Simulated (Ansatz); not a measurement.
**InB2As3: the cell at several levels of theory**

Aim: relax an ordered 6-atom cell of InB2As3 on the zincblende lattice (Imm2) with PBE and r2SCAN and see how far the functionals disagree on the cell. This is a trial cell built on a prototype, not taken from a measured structure, and it needn't be the compound's ground state.

Program: Ansatz 0.2.0. PAW datasets, plane waves, zero pressure. (Calculated; spin-unpolarised; the phase may be known or hypothetical.)

**1. The system as given**

This is the cell as the run starts from it, not yet at rest; its lengths are not the crystal's.

The symmetry is Imm2 (No. 44, orthorhombic); conventional cell a = 3.597 Å, b = 10.792 Å, c = 5.087 Å, 16.46 Å³ an atom. B has 4 As at 2.20 Å; As has 3 B at 2.20 Å and 1 In at 2.20 Å; In has 4 As at 2.20 Å; As has 2 In at 2.20 Å and 2 B at 2.20 Å.

Structure file:

```cif
data_structure
_symmetry_space_group_name_H-M 'Imm2'
_symmetry_Int_Tables_number 44
_cell_length_a 3.5974
_cell_length_b 10.7921
_cell_length_c 5.0875
_cell_angle_alpha 90.000
_cell_angle_beta 90.000
_cell_angle_gamma 90.000
_cell_volume 197.51
loop_
_atom_site_label
_atom_site_type_symbol
_atom_site_symmetry_multiplicity
_atom_site_Wyckoff_symbol
_atom_site_fract_x
_atom_site_fract_y
_atom_site_fract_z
_atom_site_occupancy
B1 B 4 d 0.50000 0.16667 0.50000 1
As1 As 4 d 0.00000 0.16667 0.25000 1
In1 In 2 a 0.00000 0.00000 0.00000 1
As2 As 2 b 0.50000 0.00000 0.75000 1
```

**2. Relaxing with PBE**

Contents of input.yaml:

```yaml
crystal:
  lattice:
    - [-1.7986875347, 5.396062604, 2.543728306]
    - [1.7986875347, -5.396062604, 2.543728306]
    - [1.7986875347, 5.396062604, -2.543728306]
  atoms:
    - { symbol: B, position: [0.6666666667, 1.0, 0.6666666667] }
    - { symbol: As, position: [0.4166666667, 0.25, 0.1666666667] }
    - { symbol: B, position: [0.3333333333, 0.0, 0.3333333333] }
    - { symbol: As, position: [0.0833333333, 0.25, 0.8333333333] }
    - { symbol: In, position: [0.0, 0.0, 0.0] }
    - { symbol: As, position: [0.75, 0.25, 0.5] }
kpoints:
  mp_grid: { grid: [8, 8, 8] }
hamiltonian:
  xc: pbe
scf:
  occupations: { method: fermi_dirac, width: 0.02 }
relax:
  f_tol: 0.005
  cell: {}
```

The run is started by

```
ansatz run input.yaml --threads 4 --pin off --max-ram 6451MiB --backend cpu --events-out ev --progress --plain --runs-dir out
```

The runs that follow: Relaxation with r2SCAN.

**Question.** What will these runs give? Wanted: for each run, a; b; c; volume; space group; SCF geometries.

**Answer**, as computed:

```
 level  a (Å)   b (Å)  c (Å)  volume (Å³/atom)  space group  SCF geometries
   PBE  3.638  11.068  5.368            18.014         Imm2               8
r2SCAN  3.617  11.004  5.331            17.681         Imm2               7
```

From the start to the first minimum the volume moved by +9.4 %. The volume runs from r2SCAN (least) to PBE (most), a spread of 1.9 %, or 0.6 % in length if all axes shared it alike.
